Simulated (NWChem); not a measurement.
# CH3Cl (SMILES CCl) at r2SCAN/6-31+G(d) (spherical functions)

Aim: the electronic atomisation energy of CH3Cl at r2SCAN/6-31+G* (spherical functions), from 4 runs. 

The calculation is run with NWChem 7.3.0.

8 further runs of the same task are left out: 1 that didn't finish, 7 set aside as unsound or not needed.

### 1 Starting point

CH3Cl: 5 atoms, total charge 0, spin state singlet. SMILES: `CCl`. The coordinates come from a PBE0-D4/def2-TZVP relaxation.

Bond lengths: C1–Cl2 1.773 Å, C1–H3 1.087 Å, C1–H4 1.088 Å, C1–H5 1.088 Å. Angles: Cl2–C1–H3 108.7°, Cl2–C1–H4 108.7°, Cl2–C1–H5 108.6°, H3–C1–H4 110.3°, H3–C1–H5 110.3°, H4–C1–H5 110.3°.

### 2 The energy at r2SCAN/6-31+G(d) (spherical functions) (run 1)

test.nw

```
start test
title "CH3Cl"
memory total 2200 mb
charge 0
geometry units bohr noautosym nocenter noautoz
C  -0.22846789  0.01889726  0.09694295
Cl  2.77676357 -0.54953236 -1.27084082
H  -0.53819400 -1.35191007  1.59625166
H  -1.66295899 -0.18349241 -1.36079178
H  -0.25284536  1.92695373  0.86001436
end
basis spherical bse
C library 6-31+G*
Cl library 6-31+G*
H library 6-31+G*
end
dft
xc r2scan
mult 1
grid fine
convergence energy 1e-08
iterations 100
mulliken
noprint "final vectors analysis"
end
task dft
```

The run is started by

```console
nwchem test.nw > test.out
```

What it wrote:

```text
[...]
          Wavefunction type:  closed shell.
          No. of atoms     :     5
          No. of electrons :    26
[...]
          Charge           :     0
          Spin multiplicity:     1
[...]
          AO basis - number of functions:    46
[...]
              XC Information
              --------------
                      r^2SCAN Method XC Functional
               r^2SCAN metaGGA Exchange Functional  1.000
                     r^2SCAN Correlation Potential  1.000
[...]
 d= 0,ls=0.0,diis     1   -500.0046815726 -5.52D+02  1.64D-02  2.06D-01     0.5
[...]
 d= 0,ls=0.0,diis     8   -500.0288317949 -1.27D-09  2.59D-07  6.19D-11     3.3
         Total DFT energy =     -500.028831794875
      One electron energy =     -790.622221864833
           Coulomb energy =      273.782504148659
    Exchange-Corr. energy =      -34.727401202795
 Nuclear repulsion energy =       51.538287124093
[...]
      Total Density - Mulliken Population Analysis
     ---------------------------------------------
    Atom       Charge   Shell Charges
 -----------   ------   -------------------------------------------------------
    1 C    6     6.78   2.00  0.68  2.06  0.77  1.10  0.10  0.03  0.04
    2 Cl  17    16.99   2.00  2.00  5.97  1.38  3.62  0.58  1.44 -0.07  0.04  0.03
    3 H    1     0.74   0.52  0.22
    4 H    1     0.74   0.52  0.22
    5 H    1     0.74   0.52  0.22
[...]
```

Run time: 3.9 s. Hardware: 1 thread of Intel Xeon 6975P-C (Granite Rapids), shared host; peak memory 0.11 GiB.

### 3 The C atom, same level (run 2)

input.nw

```
start input
title "C"
memory 2200 mb
charge 0

geometry units angstrom noautosym nocenter noautoz
C        0.000000       0.000000       0.000000
end

basis spherical bse
* library 6-31+G*
end

dft
xc r2scan
mult 3
grid fine
convergence energy 1e-08
maxiter 100
mulliken
noprint "final vectors analysis"
end

task dft energy
```

Run the same way, it converges to -37.82320 Eh (log not shown).

Run 3 isn't shown in full; the table further down has it.

### 4 The H atom (run 4)

a.xyz

```xyz
1
H
H      0.000000     0.000000     0.000000
```

a.nw

```
start a
title "H"
memory 2200 mb
charge 0

geometry units angstrom noautosym nocenter noautoz
 load a.xyz
end

basis spherical bse
 * library 6-31+G*
end

dft
 xc r2scan
 mult 2
 grid fine
 convergence energy 1e-08
 maxiter 100
 mulliken
 noprint "final vectors analysis"
end

task dft energy
```

The run is started by

```console
nwchem a.nw > a.out
```

What it wrote:

```text
[...]
          Wavefunction type:  spin polarized.
          No. of atoms     :     1
          No. of electrons :     1
[...]
          Charge           :     0
          Spin multiplicity:     2
[...]
          AO basis - number of functions:     2
[...]
              XC Information
              --------------
                      r^2SCAN Method XC Functional
               r^2SCAN metaGGA Exchange Functional  1.000
                     r^2SCAN Correlation Potential  1.000
[...]
 d= 0,ls=0.0,diis     1     -0.4982163524 -4.98D-01  3.11D-03  2.00D-05     0.0
[...]
  Singularity in Pulay matrix. Error and Fock matrices removed.
 d= 0,ls=0.0,diis     3     -0.4982266608 -6.91D-08  1.40D-07  4.09D-14     0.1
[...]
  Singularity in Pulay matrix. Error and Fock matrices removed.
 d= 0,ls=0.0,diis     4     -0.4982266608 -2.11D-14  1.11D-09  2.54D-18     0.1
[...]
         Total DFT energy =       -0.498226660811
      One electron energy =       -0.498222854683
           Coulomb energy =        0.315564452519
    Exchange-Corr. energy =       -0.315568258647
 Nuclear repulsion energy =        0.000000000000
[...]
      Total Density - Mulliken Population Analysis
     ---------------------------------------------
    Atom       Charge   Shell Charges
 -----------   ------   -------------------------------------------------------
    1 H    1     1.00   0.37  0.63
     --------------------------------------------
      Spin Density - Mulliken Population Analysis
     --------------------------------------------
    Atom       Charge   Shell Charges
 -----------   ------   -------------------------------------------------------
    1 H    1     1.00   0.37  0.63
[...]
      <S2> =      0.7500 (Exact =     0.7500)
[...]
```

It took 0.64 s on 1 thread of Intel Xeon 6975P-C (Granite Rapids), shared host; peak memory 0.1 GiB.

### 5 All runs side by side

```
run                                   level  partner  energy (Eh)  wall time
  1    r2SCAN/6-31+G* (spherical functions)     base  -500.028832      3.9 s
  2  U-r2SCAN/6-31+G* (spherical functions)    atoms   -37.823203     0.84 s
  3  U-r2SCAN/6-31+G* (spherical functions)    atoms  -460.085961      1.2 s
  4  U-r2SCAN/6-31+G* (spherical functions)    atoms    -0.498227     0.64 s
```

### 6 Summary of results

At r2SCAN/6-31+G* (spherical functions):

| quantity | value |
| --- | --- |
| H atom: total energy | -0.49823 Eh |
| H atom: ⟨S²⟩ | 0.750 |
| electronic atomisation energy | 17.007 eV |

In words: Taking the molecule apart into free atoms costs 17.01 eV (392 kcal/mol), before zero-point energy and without spin-orbit coupling. All runs together took 6.7 s, the longest 3.9 s.
